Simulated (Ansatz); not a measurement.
# Ge16H: the cost of one run

Method: DFT PBE, plane waves, PAW, scalar-relativistic, no spin polarisation, in Ansatz 0.2.0.

### 1 The starting structure

The cell holds 17 atoms (Ge16H): a = 8.004 Å, b = 8.004 Å, c = 8.004 Å, α = 60.00°, β = 60.00°, γ = 60.00°.

The coordinates stand in the first input below.

### 2 Relaxing the start

input.yaml

```yaml
accuracy: low
crystal:
  lattice:
    - [0.0, 5.66, 5.66]
    - [5.66, 0.0, 5.66]
    - [5.66, 5.66, 0.0]
  atoms:
    - { symbol: Ge, position: [0.0, 0.0, 0.0] }
    - { symbol: Ge, position: [0.125, 0.125, 0.125] }
    - { symbol: Ge, position: [0.0, 0.0, 0.5] }
    - { symbol: Ge, position: [0.125, 0.125, 0.625] }
    - { symbol: Ge, position: [0.0, 0.5, 0.0] }
    - { symbol: Ge, position: [0.125, 0.625, 0.125] }
    - { symbol: Ge, position: [0.0, 0.5, 0.5] }
    - { symbol: Ge, position: [0.125, 0.625, 0.625] }
    - { symbol: Ge, position: [0.5, 0.0, 0.0] }
    - { symbol: Ge, position: [0.625, 0.125, 0.125] }
    - { symbol: Ge, position: [0.5, 0.0, 0.5] }
    - { symbol: Ge, position: [0.625, 0.125, 0.625] }
    - { symbol: Ge, position: [0.5, 0.5, 0.0] }
    - { symbol: Ge, position: [0.625, 0.625, 0.125] }
    - { symbol: Ge, position: [0.5, 0.5, 0.5] }
    - { symbol: Ge, position: [0.625, 0.625, 0.625] }
    - { symbol: H, position: [0.7399524, 0.2596264, 0.2477273] }
basis:
  ecutwfc: 420.0
kpoints:
  mp_grid: { grid: [2, 2, 2] }
hamiltonian:
  xc: pbe
scf:
  occupations: { method: fermi_dirac, width: 0.15 }
  lower_state_search: "off"
relax:
  f_tol: 0.08
  max_steps: 25
  adjacent_minimum: "off"
```

On the command line:

```sh
$ ansatz run input.yaml --threads 2 --pin off --max-ram 5120MiB --backend cpu --events-out ev --progress --plain --runs-dir out
```

**Question.** How long does this run take on 2 threads of Arm Neoverse V2, shared host, and how much memory does it need?

About 80 s, with a peak of 0.98 GiB.
